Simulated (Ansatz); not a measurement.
# Cl3FTi: the cost of one run

Method: the settings change from run to run; program: Ansatz 0.2.0, Gaussian basis.

### 1 The geometry

The structure was relaxed beforehand with PBE0-D4 in a triple-zeta def2 set.

SMILES `[F][Ti]([Cl])([Cl])[Cl]`, 5 atoms, charge 0, spin multiplicity 1.

Atoms are counted from 1 here; the program's logs count them from 0.

Bond lengths: F1–Ti2 1.731 Å, Ti2–Cl3 2.166 Å, Ti2–Cl4 2.166 Å, Ti2–Cl5 2.166 Å. Angles: F1–Ti2–Cl3 109.3°, F1–Ti2–Cl4 109.3°, F1–Ti2–Cl5 109.3°, Cl3–Ti2–Cl4 109.6°, Cl3–Ti2–Cl5 109.6°, Cl4–Ti2–Cl5 109.6°.

Coordinates:

```csv
atom,x (Å),y (Å),z (Å)
F1,-0.9983,0.0464,1.4990
Ti2,-0.0363,-0.0119,0.0610
Cl3,1.5390,-1.4766,0.3123
Cl4,-1.2883,-0.5700,-1.6158
Cl5,0.8338,1.9385,-0.2980
```

### 2 PBE/cc-pVTZ

Set apart from the defaults: charge -1, multiplicity 2, a point charge of 2.00 e beside it.

File in.yaml:

```yaml
crystal:
  periodic: [false, false, false]
  atoms:
    - {symbol: F, position_ang: [-0.998290, 0.046362, 1.499040]}
    - {symbol: Ti, position_ang: [-0.036336, -0.011938, 0.060965]}
    - {symbol: Cl, position_ang: [1.539034, -1.476630, 0.312313]}
    - {symbol: Cl, position_ang: [-1.288294, -0.570034, -1.615766]}
    - {symbol: Cl, position_ang: [0.833786, 1.938541, -0.297952]}
basis:
  gaussian: {orbitals: cc-pVTZ, point_charges: [{charge: 2.00, position_ang: [4.795, -0.976, 0.092]}]}
total_charge: -1
magnetization: {spin_polarized: true, initial_magnetization: 1}
hamiltonian: {xc: {name: PBE}}
output: {forces: true}
```

The run is started by

```bash
ansatz run in.yaml --threads 4 --pin off --events-out ev --progress --plain --max-ram 10444MiB
```

What time and memory should one allow on 4 threads of Intel Xeon at 2.60GHz, shared host?

About 8 s, with a peak of 0.51 GiB.
